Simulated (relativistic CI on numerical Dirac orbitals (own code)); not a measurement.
# Mo⁴⁺ (4d2) in crystal fields: levels and magnetism

How does a crystal field split the 4d2 shell of Mo⁴⁺, and what follows for the ground state and χT? 6 fields tried.

Program: relativistic CI on numerical Dirac orbitals (own code) version 1. Level of theory: Dirac-Coulomb-Breit CI, KLI orbitals optimised for each configuration, model QED (radiative potential, 1s self-energy scaled to tabulated hydrogen-like ionisation energies), valence Slater integrals scaled by 0.75, one configuration in a parametric crystal field. These are calculated values, not measurements, unless marked.

## 1. The atom as given

| Quantity | Value |
| --- | --- |
| ion | Mo⁴⁺ (Mo V) |
| nuclear charge | 42 |
| electrons | 38 |
| open shell | 4d2 |
| Slater scale | 0.75 |
| field 1 (cm⁻¹) | Td, 10Dq = -3200 |
| field 2 (cm⁻¹) | Td, 10Dq = -5800 |
| field 3 (cm⁻¹) | Td, 10Dq = -8400 |
| field 4 (cm⁻¹) | Td, 10Dq = -10950 |
| field 5 (cm⁻¹) | Td, 10Dq = -13550 |
| field 6 (cm⁻¹) | Td, 10Dq = -16100 |

Outer shells as boxes (Hund's rule):

[Kr] 4d2
```
[Kr] core
4d [↑ ][↑ ][  ][  ][  ]
```

## 2. Field 1: Td, 10Dq = -3200

Settings of the run:

```ini
atom Mo  Z=42  charge=4  electrons=38
nucleus A=98  rms_radius_fm=4.4091
hamiltonian dirac-coulomb  breit=on  qed=on  c_scale=1
orbitals kli  potential=per-configuration
slater_scale 0.75
correlation none
mixing on
configurations
  [Kr] 4d2
end
crystal_field Td 10Dq=-3200
```

From the run's result record (rounded, not every field):

```text
{
  "status": "converged",
  "cf_levels [E_cm, degeneracy, irrep, S_eff, L_eff, J_eff, g_principal]": [
    [0, 3, "T2", 0.9958, 2.996, 2.689, "-"],
    [2835.6, 2, "E", 0.9787, 2.972, 2.344, "-"],
    [3301.8, 1, "A2", 1, 3, 3, "-"],
    [3549.8, 3, "T2", 0.9958, 2.995, 3.232, "-"],
    [3713.3, 3, "T1", 0.9996, 2.999, 3.166, "-"],
    [5779.4, 3, "T2", 0.998, 2.978, 3.314, "-"],
    [6237.6, 2, "E", 0.9935, 2.968, 3.774, "-"],
    [6875.5, 3, "T1", 0.9958, 2.961, 3.806, "-"],
    [7219.8, 1, "A1", 0.9924, 2.944, 3.894, "-"],
    [10333.8, 2, "E", 0.1493, 2.433, 2.418, "-"],
    [12515.6, 3, "T2", 0.3875, 1.931, 2.133, "-"],
    [13336.7, 1, "A1", 0.994, 1.156, 0.6176, "-"],
    [13893.8, 3, "T1", 0.9986, 1.114, 1.168, "-"],
    [14895, 2, "E", 0.9593, 1.274, 2.125, "-"],
    [15421.3, 3, "T2", 0.8127, 1.55, 2.149, "-"],
    [15745.9, 1, "A1", 0.02584, 3.94, 3.947, "-"],
    [16822, 3, "T1", 0.0177, 3.991, 3.998, "-"],
    [18780.6, 2, "E", 0.03096, 3.674, 3.681, "-"],
    "... 2 more rows left out ..."
  ],
  "chiT [K, cm3 K/mol]": [[2, 0.206506], [5, 0.208084], [10, 0.210714], [20, 0.215973], [50, 0.23175], [100, 0.258044], [200, 0.310634], [300, 0.363224]],
  "stabilisation [cm-1]": -2466.18,
  "radial 4d2 [Ha, bohr]": {"<r^-3>(4d)": 5.4794, "<r^1>(4d)": 1.5225, "<r^2>(4d)": 2.6865, "<r^4>(4d)": 11.915, "F2(4d,4d)": 0.30427, "F4(4d,4d)": 0.20118, "zeta(4d)": 0.0039236},
  "n_levels_all": 20,
  "free-ion levels [i, E_cm, J2, term, w_term]": [
    [0, 0, 4, "3F", 0.9831],
    [1, 1475.6021, 6, "3F", 1],
    [2, 3146.5845, 8, "3F", 0.9946],
    [3, 9873.0965, 4, "1D", 0.7406],
    [4, 10589.839, 0, "3P", 0.9926],
    [5, 11195.585, 2, "3P", 1],
    [6, 12749.839, 4, "3P", 0.7546],
    [7, 14981.956, 8, "1G", 0.9946],
    [8, 34734.252, 0, "1S", 0.9926]
  ]
}
```

Wall time 0.1 s (1 thread, shared host).

## 3. Field 2: Td, 10Dq = -5800

Settings: those of step 2 with these lines changed.

```diff
@@ -10,2 +10,2 @@
 end
-crystal_field Td 10Dq=-3200
+crystal_field Td 10Dq=-5800
```

Main fields:

```text
{
  "status": "converged",
  "cf_levels [E_cm, degeneracy, irrep, S_eff, L_eff, J_eff, g_principal]": [
    [0, 3, "T2", 0.9976, 2.998, 2.937, "-"],
    [5440.2, 2, "E", 0.9547, 2.959, 2.646, "-"],
    [5683.9, 1, "A2", 1, 3, 3, "-"],
    [5898.8, 3, "T2", 0.9964, 2.995, 3.22, "-"],
    [6172, 3, "T1", 0.9993, 2.999, 3.241, "-"],
    [9595.7, 3, "T2", 0.9983, 2.893, 3.059, "-"],
    [9630.3, 2, "E", 0.8699, 2.768, 3.437, "-"],
    [10598.8, 3, "T1", 0.9953, 2.823, 3.564, "-"],
    [10831.9, 1, "A1", 0.9812, 2.769, 3.591, "-"],
    [10839.2, 2, "E", 0.3766, 2.812, 2.736, "-"],
    [15333.5, 3, "T2", 0.2948, 2.185, 2.317, "-"],
    [16720.3, 1, "A1", 0.1729, 3.736, 3.792, "-"],
    [17061.6, 1, "A1", 0.9457, 1.737, 1.617, "-"],
    [17424.3, 3, "T1", 0.9861, 1.452, 1.611, "-"],
    "... 6 more rows left out ..."
  ],
  "chiT [K, cm3 K/mol]": [[2, 0.467609], [5, 0.468622], [10, 0.47031], [20, 0.473686], [50, 0.483816], [100, 0.500698], [200, 0.534463], [300, 0.568227]],
  "stabilisation [cm-1]": -5368.31,
  "n_levels_all": 20
}
```

Run time: 0.1 s. Hardware: 1 thread, shared host.

## 4. Field 3: Td, 10Dq = -8400

Settings: those of step 3 with these lines changed.

```diff
@@ -10,2 +10,2 @@
 end
-crystal_field Td 10Dq=-5800
+crystal_field Td 10Dq=-8400
```

Main fields:

```text
{
  "status": "converged",
  "cf_levels [E_cm, degeneracy, irrep, S_eff, L_eff, J_eff, g_principal]": [
    [0, 3, "T2", 0.9983, 2.999, 3.042, "-"],
    [7806, 2, "E", 0.8559, 2.922, 2.775, "-"],
    [8192.9, 1, "A2", 1, 3, 3, "-"],
    [8391.5, 3, "T2", 0.997, 2.995, 3.197, "-"],
    [8715.5, 3, "T1", 0.9992, 2.999, 3.278, "-"],
    [10813, 2, "E", 0.3762, 2.78, 2.943, "-"],
    [13260.1, 3, "T2", 0.9993, 2.744, 2.899, "-"],
    [13573.1, 2, "E", 0.9624, 2.794, 3.152, "-"],
    [13969.8, 1, "A1", 0.9397, 2.607, 3.229, "-"],
    [14027.3, 3, "T1", 0.9952, 2.614, 3.264, "-"],
    [17635.6, 1, "A1", 0.1526, 3.705, 3.757, "-"],
    [18162.2, 3, "T2", 0.1851, 2.42, 2.486, "-"],
    [21291, 3, "T1", 0.6715, 2.86, 2.942, "-"],
    [21366.7, 1, "A1", 0.9964, 1.858, 2.121, "-"],
    "... 6 more rows left out ..."
  ],
  "chiT [K, cm3 K/mol]": [[2, 0.611831], [5, 0.612557], [10, 0.613766], [20, 0.616185], [50, 0.623441], [100, 0.635534], [200, 0.65972], [300, 0.683907]],
  "stabilisation [cm-1]": -8397.33,
  "n_levels_all": 20
}
```

Run time: 0.1 s. Hardware: 1 thread, shared host.

## 5. Field 4: Td, 10Dq = -10950

Settings: those of step 4 with these lines changed.

```diff
@@ -10,2 +10,2 @@
 end
-crystal_field Td 10Dq=-8400
+crystal_field Td 10Dq=-10950
```

Main fields:

```text
{
  "status": "converged",
  "cf_levels [E_cm, degeneracy, irrep, S_eff, L_eff, J_eff, g_principal]": [
    [0, 3, "T2", 0.9988, 2.999, 3.098, "-"],
    [9371.5, 2, "E", 0.4855, 2.843, 2.782, "-"],
    [10694, 1, "A2", 1, 3, 3, "-"],
    [10885, 3, "T2", 0.9975, 2.995, 3.181, "-"],
    [11235.7, 3, "T1", 0.9992, 2.999, 3.3, "-"],
    [11921.2, 2, "E", 0.7503, 2.935, 3.046, "-"],
    [16409.5, 1, "A1", 0.7319, 2.844, 3.16, "-"],
    [16566.7, 3, "T2", 0.9997, 2.566, 2.765, "-"],
    [16765, 2, "E", 0.9856, 2.603, 3.005, "-"],
    [17095.9, 3, "T1", 0.9954, 2.416, 2.99, "-"],
    [18683.2, 1, "A1", 0.4901, 3.28, 3.446, "-"],
    [20885.3, 3, "T2", 0.1077, 2.578, 2.608, "-"],
    [24103.1, 3, "T1", 0.1005, 3.896, 3.897, "-"],
    [25978.5, 1, "A1", 0.9969, 2.099, 2.543, "-"],
    "... 6 more rows left out ..."
  ],
  "chiT [K, cm3 K/mol]": [[2, 0.695881], [5, 0.696445], [10, 0.697384], [20, 0.699264], [50, 0.704904], [100, 0.714303], [200, 0.733101], [300, 0.751899]],
  "stabilisation [cm-1]": -11408.4,
  "n_levels_all": 20
}
```

Wall time 0.1 s (1 thread, shared host).

## 6. Field 5: Td, 10Dq = -13550

Settings: those of step 5 with these lines changed.

```diff
@@ -10,2 +10,2 @@
 end
-crystal_field Td 10Dq=-10950
+crystal_field Td 10Dq=-13550
```

Main fields:

```text
{
  "status": "converged",
  "cf_levels [E_cm, degeneracy, irrep, S_eff, L_eff, J_eff, g_principal]": [
    [0, 3, "T2", 0.999, 3, 3.133, "-"],
    [9917.8, 2, "E", 0.1742, 2.835, 2.815, "-"],
    [13262.3, 1, "A2", 1, 3, 3, "-"],
    [13449.4, 3, "T2", 0.9979, 2.996, 3.17, "-"],
    [13816.6, 3, "T1", 0.9991, 2.999, 3.314, "-"],
    [14036.1, 2, "E", 0.9364, 2.986, 3.104, "-"],
    [17718.4, 1, "A1", 0.2919, 3.376, 3.441, "-"],
    [19691.2, 3, "T2", 0.9992, 2.396, 2.655, "-"],
    [19841.4, 2, "E", 0.9913, 2.432, 2.867, "-"],
    [20029.2, 3, "T1", 0.9956, 2.255, 2.771, "-"],
    [20636.6, 1, "A1", 0.8677, 2.507, 2.849, "-"],
    [23610.9, 3, "T2", 0.06464, 2.678, 2.69, "-"],
    [26708.2, 3, "T1", 0.04098, 3.96, 3.96, "-"],
    [30850.9, 2, "E", 0.9995, 1.97, 2.439, "-"],
    "... 6 more rows left out ..."
  ],
  "chiT [K, cm3 K/mol]": [[2, 0.751775], [5, 0.752234], [10, 0.752998], [20, 0.754526], [50, 0.759111], [100, 0.766753], [200, 0.782036], [300, 0.79732]],
  "stabilisation [cm-1]": -14496.7,
  "n_levels_all": 20
}
```

It took 0.1 s on 1 thread, shared host.

## 7. Field 6: Td, 10Dq = -16100

Settings: those of step 6 with these lines changed.

```diff
@@ -10,2 +10,2 @@
 end
-crystal_field Td 10Dq=-13550
+crystal_field Td 10Dq=-16100
```

Main fields:

```text
{
  "status": "converged",
  "cf_levels [E_cm, degeneracy, irrep, S_eff, L_eff, J_eff, g_principal]": [
    [0, 3, "T2", 0.9992, 3, 3.156, "-"],
    [10097.3, 2, "E", 0.0782, 2.856, 2.848, "-"],
    [15790.7, 1, "A2", 1, 3, 3, "-"],
    [15975.8, 3, "T2", 0.9982, 2.996, 3.162, "-"],
    [16353.6, 3, "T1", 0.9991, 2.999, 3.324, "-"],
    [16443.7, 2, "E", 0.9754, 2.993, 3.136, "-"],
    [18278.1, 1, "A1", 0.1146, 3.483, 3.501, "-"],
    [22589.9, 3, "T2", 0.9978, 2.26, 2.573, "-"],
    [22718.8, 2, "E", 0.9939, 2.295, 2.763, "-"],
    [22793.2, 3, "T1", 0.9959, 2.139, 2.612, "-"],
    [23099.1, 1, "A1", 0.9561, 2.179, 2.531, "-"],
    [26248.1, 3, "T2", 0.04506, 2.738, 2.744, "-"],
    [29249.1, 3, "T1", 0.02696, 3.974, 3.974, "-"],
    [35533.7, 2, "E", 0.9995, 2.115, 2.505, "-"],
    "... 6 more rows left out ..."
  ],
  "chiT [K, cm3 K/mol]": [[2, 0.790093], [5, 0.79048], [10, 0.791125], [20, 0.792416], [50, 0.796286], [100, 0.802738], [200, 0.81564], [300, 0.828543]],
  "stabilisation [cm-1]": -17535.1,
  "n_levels_all": 20
}
```

It took 0.1 s on 1 thread, shared host.

## 8. The fields side by side

| field | ground state | degeneracy | S | J | first gap (cm⁻¹) | stabilisation (cm⁻¹) | χT at 2 K | χT at 300 K |
| --- | --- | --- | --- | --- | --- | --- | --- | --- |
| 1: Td | T2 | 3 | 1.00 | 2.69 | 2836 | -2466 | 0.207 | 0.363 |
| 2: Td | T2 | 3 | 1.00 | 2.94 | 5440 | -5368 | 0.468 | 0.568 |
| 3: Td | T2 | 3 | 1.00 | 3.04 | 7806 | -8397 | 0.612 | 0.684 |
| 4: Td | T2 | 3 | 1.00 | 3.10 | 9371 | -11408 | 0.696 | 0.752 |
| 5: Td | T2 | 3 | 1.00 | 3.13 | 9918 | -14497 | 0.752 | 0.797 |
| 6: Td | T2 | 3 | 1.00 | 3.16 | 10097 | -17535 | 0.790 | 0.829 |

χT is in cm³ K/mol; stabilisation counts from the free ion's lowest level; S and J come from the expectation values of their squares.

## 9. Summary of results

| quantity | value |
| --- | --- |
| ground spin (effective S from ⟨S²⟩) | 1: 1.00, 2: 1.00, 3: 1.00, 4: 1.00, 5: 1.00, 6: 1.00 |
| χT at 300 K | 0.36 to 0.83 cm³ K/mol |

All fields leave the ground state at S = 1. The field is a set of parameters, without covalency or charge transfer.
